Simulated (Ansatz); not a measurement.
# Cl2F2GeH2SSi: a ladder of functionals and wavefunction methods

The task here is to estimate one member of a computed series from the others.

Computed with Ansatz 0.2.0, Gaussian basis. Level: functionals in def2-TZVPP, the program's frozen cores in correlated methods.

Plan: PBE-D4, r2SCAN-D4, PBE0-D4, B3LYP-D4, ωB97X-V, ωB97M-V, B2PLYP; CCSD(T)/def2-TZVPP; MP2/def2-QZVPP; extrapolation to the limit.

**Structure used throughout**

An earlier PBE0-D4 in a triple-zeta def2 set relaxation fixed the geometry.

SMILES `F[Si](F)(Cl)[S][GeH2][Cl]`, 9 atoms, charge 0, spin multiplicity 1.

Atoms are counted from 1 here; the program's logs count them from 0.

Bond lengths: F1–Si2 1.576 Å, Si2–F3 1.574 Å, Si2–Cl4 2.022 Å, Si2–S5 2.094 Å, S5–Ge6 2.229 Å, Ge6–Cl7 2.143 Å, Ge6–H8 1.529 Å, Ge6–H9 1.528 Å. Angles: F1–Si2–F3 106.8°, F1–Si2–Cl4 108.9°, F1–Si2–S5 106.8°, F3–Si2–Cl4 107.5°, F3–Si2–S5 112.3°, Cl4–Si2–S5 114.3°, Si2–S5–Ge6 100.9°, S5–Ge6–Cl7 110.0°, S5–Ge6–H8 104.5°, S5–Ge6–H9 110.9°, Cl7–Ge6–H8 108.7°, Cl7–Ge6–H9 107.5°, H8–Ge6–H9 115.1°.

As a file:

```mol
Cl2F2GeH2SSi
  3D, bonds by distance, orders not assigned

  9  8  0  0  0  0  0  0  0  0999 V2000
    0.0198    1.6001    2.6576 F   0  0
   -0.2635    0.5388    1.5274 Si  0  0
   -1.7743    0.1185    1.6678 F   0  0
    0.8603   -1.1057    1.8756 Cl  0  0
    0.1316    1.4819   -0.3003 S   0  0
    0.3681   -0.2817   -1.6421 Ge  0  0
   -1.3473   -1.5570   -1.4865 Cl  0  0
    0.4127    0.3121   -3.0508 H   0  0
    1.5926   -1.1071   -1.2488 H   0  0
  1  2  8  0
  2  3  8  0
  2  4  8  0
  2  5  8  0
  5  6  8  0
  6  7  8  0
  6  8  8  0
  6  9  8  0
M  END
```

Set-up of the first run:

in.yaml

```yaml
crystal:
  periodic: [false, false, false]
  atoms:
    - {symbol: F, position_ang: [0.019760, 1.600122, 2.657614]}
    - {symbol: Si, position_ang: [-0.263453, 0.538795, 1.527446]}
    - {symbol: F, position_ang: [-1.774266, 0.118515, 1.667773]}
    - {symbol: Cl, position_ang: [0.860289, -1.105720, 1.875622]}
    - {symbol: S, position_ang: [0.131610, 1.481913, -0.300310]}
    - {symbol: Ge, position_ang: [0.368088, -0.281727, -1.642120]}
    - {symbol: Cl, position_ang: [-1.347328, -1.556980, -1.486467]}
    - {symbol: H, position_ang: [0.412656, 0.312145, -3.050778]}
    - {symbol: H, position_ang: [1.592643, -1.107062, -1.248799]}
basis:
  gaussian: {orbitals: def2-TZVPP}
hamiltonian: {xc: pbe, dispersion: d4}
output: {forces: true, orbitals: {seedname: orbitals}}
```

Launch:

```bash
ansatz run in.yaml --threads 2 --pin off --events-out ev --progress --plain --max-ram 22528MiB --backend cuda --devices 0, --max-vram 18GiB
```

Among the steps run: PBE-D4 (GGA); r2SCAN-D4 (meta-GGA); PBE0-D4 (hybrid); B3LYP-D4 (hybrid); ωB97X-V (range-separated); ωB97M-V (range-separated); B2PLYP (double hybrid); CCSD(T) in def2-TZVPP; MP2 in def2-QZVPP.

One table of the session follows, with a row left open; its other results are not shown here.

```
            method  atomisation energy (kJ/mol)
            PBE-D4                       3173.7
         r2SCAN-D4                       3166.9
           PBE0-D4                       3116.8
          B3LYP-D4                            ?
           ωB97X-V                       3163.9
           ωB97M-V                       3147.4
            B2PLYP                       3067.5
     HF/def2-TZVPP                       2276.8
    MP2/def2-TZVPP                       3175.7
   CCSD/def2-TZVPP                       2987.4
CCSD(T)/def2-TZVPP                       3052.2
           MP2/CBS                       3281.0
       CCSD(T)/CBS                       3157.5
```

Q: Estimate the row for B3LYP-D4 from the others.

As computed: atomisation energy (kJ/mol): 3083.4. In the column «atomisation energy (kJ/mol)» it lies between B2PLYP (3067.5) and PBE0-D4 (3116.8).

Limits of these values: Free atoms (2 F, 1 Si, 2 Cl, 1 S, 1 Ge, 2 H) were run apart at each level; the atomisation energy is their sum less the molecule, without zero-point or spin-orbit terms.
